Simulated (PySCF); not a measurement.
**GaPb+: from the state search to spectroscopic constants**

The task here is to estimate one member of a computed series from the others.

Computed with PySCF 2.14.0. Level: Ga cc-pVDZ-PP with ECP10, Pb cc-pVDZ-PP with ECP60, scalar-relativistic core potentials.

2 further runs of the same task are left out: 2 that didn't finish.

Set-up of the first run:

Settings of the job:

| Property | Result |
| --- | --- |
| atoms | Ga, Pb |
| charge | 1 |
| basis | Ga cc-pVDZ-PP with ECP10, Pb cc-pVDZ-PP with ECP60 |
| Hamiltonian | scalar-relativistic core potentials |
| basis functions | 46 |
| electrons treated | 42 |
| masses in u | 68.9256, 207.9766 |
| levels | PBE0, PBE, r²SCAN, BHandHLYP, M06-2X, M06-L, ωB97X, HF, MP2, SCS-MP2 |
| grid | 80 radial by 434 angular points |
| occupations | held fixed by the projection of orbital angular momentum |
| dissociation limit | Ga+ + Pb, each in its ground configuration |
| starting distance in angstrom | 2.700 |
| values of 2S to try | 0, 2 |

Command:

```bash
OMP_NUM_THREADS=1 python dia.py task.json out
```

Among the steps run: Set-up; The PBE0 curve of the state that the search chose; Higher solutions at PBE0; PBE (GGA); r²SCAN (meta-GGA); BHandHLYP; M06-2X; M06-L; ωB97X (range-separated hybrid); UHF (mean field).

One of the session's tables, all rows but one given; the rest of the session is left out.

It belongs to the step «The curves together». Energy (eV) from each level's lowest point:

| R (Å) | UHF | UHF-MP2 | UHF-SCS-MP2 | PBE | r²SCAN |
| --- | --- | --- | --- | --- | --- |
| 2.819 | 0.246 | 0.142 | 0.168 | 0.132 | 0.103 |
| 2.944 | 0.116 | 0.049 | 0.065 | 0.043 | 0.027 |
| 3.038 | 0.057 | 0.014 | 0.023 | 0.011 | 0.003 |
| 3.132 | ? | ? | ? | ? | ? |
| 3.226 | 0.003 | 0.002 | 0.000 | 0.004 | 0.011 |
| 3.351 | 0.000 | 0.023 | 0.014 | 0.027 | 0.042 |
| 3.508 | 0.020 | 0.068 | 0.052 | 0.073 | 0.097 |

**Question.** Estimate the row for R (Å) = 3.132.

Worked estimate for «UHF». A straight line through the neighbours (3.038, 0.057) and (3.226, 0.003) gives 0.057 + (0.003 − 0.057) × (3.132 − 3.038) / (3.226 − 3.038) = 0.030; a parabola fitted to 4 rows on both sides gives 0.021.

The run gave: UHF: 0.021; UHF-MP2: 0.000; UHF-SCS-MP2: 0.003; PBE: 0.000; r²SCAN: 0.000. In «UHF» the line misses by +0.009 and the parabola by 0.000.

State 2 has its PBE0 minimum 0.37 eV higher. The other levels ran on the lowest alone.
